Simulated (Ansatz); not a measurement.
GaB:

```
Ga B
1.0
     2.71824    0.00000    0.00000
     0.00000    2.71824    0.00000
     0.00000    0.00000    3.23621
Ga B
1 1
Direct
  0.50000 0.50000 0.50000
  0.00000 0.00000 0.00000
```

The cell was built by a generator and needn't be a form met in nature.

Program: Ansatz 0.2.0. Alike in all runs: task band structure; potentials or basis Ansatz PAW; no spin polarisation; cell as given; smearing fermi-dirac 0.05 eV.

Q: Order these runs on this cell by their pressure, lowest first.
A. level BLYP; k mesh 10 × 10 × 8; cutoff (eV) 420
B. level PBE; k mesh 10 × 10 × 8; cutoff (eV) 420
C. level PBEsol; k mesh 10 × 10 × 8; cutoff (eV) 420
D. level r2SCAN; k mesh 7 × 7 × 6; cutoff (eV) 500
E. level revPBE; k mesh 10 × 10 × 8; cutoff (eV) 420

A: C (-4.2 GPa), D (-2.0 GPa), B (-0.1 GPa), E (1.8 GPa), A (8.0 GPa).

Caveats: the PAW data sets come from PBE, with cores solved anew for the run's functional, which leaves a small shift of forces and pressure (some runs).
